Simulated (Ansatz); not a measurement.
A first try at a formation energy from the elements of ScF3 and its elements, using Ansatz 0.2.0 through its Python package.

`scf3_scf3.cif`
```cif
data_ScF3
_cell_length_a 4.012450
_cell_length_b 4.012450
_cell_length_c 4.012450
_cell_angle_alpha 90.00000
_cell_angle_beta 90.00000
_cell_angle_gamma 90.00000
_symmetry_space_group_name_H-M 'P 1'
_symmetry_Int_Tables_number 1
loop_
_symmetry_equiv_pos_as_xyz
'x, y, z'
loop_
_atom_site_label
_atom_site_type_symbol
_atom_site_fract_x
_atom_site_fract_y
_atom_site_fract_z
Sc1 Sc    0.000000    0.000000    0.000000
F2 F    0.500000    0.000000    0.000000
F3 F    0.000000    0.500000    0.000000
F4 F    0.000000    0.000000    0.500000
```

The script reads `scf3_sc.cif`:
```cif
data_Sc
_cell_length_a 3.309000
_cell_length_b 3.309000
_cell_length_c 5.273300
_cell_angle_alpha 90.00000
_cell_angle_beta 90.00000
_cell_angle_gamma 120.00000
_symmetry_space_group_name_H-M 'P 1'
_symmetry_Int_Tables_number 1
loop_
_symmetry_equiv_pos_as_xyz
'x, y, z'
loop_
_atom_site_label
_atom_site_type_symbol
_atom_site_fract_x
_atom_site_fract_y
_atom_site_fract_z
Sc1 Sc    0.333333    0.666667    0.250000
Sc2 Sc    0.666667    0.333333    0.750000
```

Contents of `scf3_f2.xyz`:
```text
2
Lattice="9.0 0.0 0.0 0.0 9.5 0.0 0.0 0.0 10.0" Properties=species:S:1:pos:R:3 pbc="T T T"
F     4.50000000    4.75000000    4.29000000
F     4.50000000    4.75000000    5.71000000
```

The script, `scf3.py`:
```python
"""Heat of formation of ScF3 at zero temperature, after relaxing cells and atoms."""

from collections import Counter
import warnings

import ansatz
from ase.io import read
import numpy as np

FUNCTIONAL = "LDA"
K_SPACING = 0.27
FILLING = "fermi_dirac"
SMEARING_WIDTH = 0.02

GASES = {"F2"}


def solve(name, crystal):
    calc = crystal.calculation()
    calc = calc.functional(FUNCTIONAL)
    calc = calc.basis(38 * ansatz.Ry)
    calc = calc.kpoints(spacing=K_SPACING)
    calc = calc.occupations(FILLING, width=SMEARING_WIDTH)
    calc = calc.stress()
    if name in GASES:
        return calc.kpoints(1, 1, 1).relax(force_tolerance=0.01, max_steps=30).run()
    calc = calc.relax(force_tolerance=0.01, max_steps=30, cell=True)
    return calc.run()


def counts(outcome):
    return Counter(site.symbol for site in outcome.lattice.sites)

def formation_energy(outcome, mu):
    n = counts(outcome)
    return (outcome.report["energy_sigma0_ev"] - sum(k * mu[element] for element, k in n.items())) / sum(n.values())


def volume_per_atom(outcome):
    return abs(np.linalg.det(outcome.lattice.cell_ang)) / len(outcome.lattice.sites)


def main() -> None:
    warnings.simplefilter("ignore", ansatz.DeckWarning)

    phases = {}
    atoms = read("scf3_scf3.cif")
    scf3 = ansatz.Crystal.from_ase(atoms)
    phases["ScF3"] = scf3
    atoms = read("scf3_sc.cif")
    sc = ansatz.Crystal.from_ase(atoms)
    phases["Sc"] = sc
    f2 = ansatz.Crystal.from_extxyz("scf3_f2.xyz")
    phases["F2"] = f2

    done = {}
    for name, crystal in phases.items():
        done[name] = solve(name, crystal)
        print(f"{name}: {done[name].report['energy_sigma0_ev']:.4f} eV, {len(done[name].lattice.sites)} atoms")

    # chemical potentials of the elements at zero temperature
    references = {"Sc": "Sc", "F": "F2"}
    mu = {element: done[name].report["energy_sigma0_ev"] for element, name in references.items()}

    target = done["ScF3"]
    heat = formation_energy(target, mu)
    rows = [(name, len(o.lattice.sites), volume_per_atom(o), formation_energy(o, mu)) for name, o in done.items()]
    print("     phase       atoms  V (A^3/atom)  E_form (eV/atom)")
    for row in rows:
        print(f"{str(row[0]):>10}  {row[1]:10d}  {row[2]:12.3f}  {row[3]:16.4f}")
    # gas references are bare DFT energies, without zero-point or fitted corrections


if __name__ == "__main__":
    main()
```

Running `python scf3.py` prints:
```text
ScF3: -4477.8252 eV, 4 atoms
Sc: -4178.0258 eV, 2 atoms
F2: -1581.4101 eV, 2 atoms
     phase       atoms  V (A^3/atom)  E_form (eV/atom)
      ScF3           4        15.679         1111.1077
        Sc           2        22.540         2089.0129
        F2           2       427.500          790.7050
```

No error stopped it. What is wrong with the input all the same?

The fault: the references' energies are taken per cell, not per atom. The correction:

```diff
--- before
+++ after
@@ -62,3 +62,3 @@
     references = {"Sc": "Sc", "F": "F2"}
-    mu = {element: done[name].report["energy_sigma0_ev"] for element, name in references.items()}
+    mu = {element: done[name].report["energy_sigma0_ev"] / len(done[name].lattice.sites) for element, name in references.items()}
```

The mended script runs so:

```console
$ python scf3.py
ScF3: -4477.8252 eV, 4 atoms
Sc: -4178.0258 eV, 2 atoms
F2: -1581.4101 eV, 2 atoms
     phase       atoms  V (A^3/atom)  E_form (eV/atom)
      ScF3           4        15.679           -4.1743
        Sc           2        22.540            0.0000
        F2           2       427.500            0.0000
```

What to keep in mind:
- Total energies depend on the potentials; only differences at equal settings carry meaning.
- No spin polarisation was allowed.
- For the metals among these phases the mesh is modest: differences between phases can be off by up to 40 meV an atom.
- The program warned that this SCF threshold is loose for forces or stresses.
- The cells come from databases of deposited and of computed structures, and not all need be stable phases.
- The compound is the structure given, not necessarily its lowest; energies are at zero temperature, with no correction for gases. A semilocal functional's error on such energies is often 0.05 to 0.1 eV an atom, and 0.1 to 0.3 eV against gases such as O2 or F2.
- The script silences the warnings on its input, which a real study should read.
- Wall time of the script: 15 s on 1 thread of Intel(R) Xeon(R) 6975P-C (Granite Rapids) (shared host), peak memory 0.68 GiB.

(Lines on the test bed's own set-up are left out of the output.)
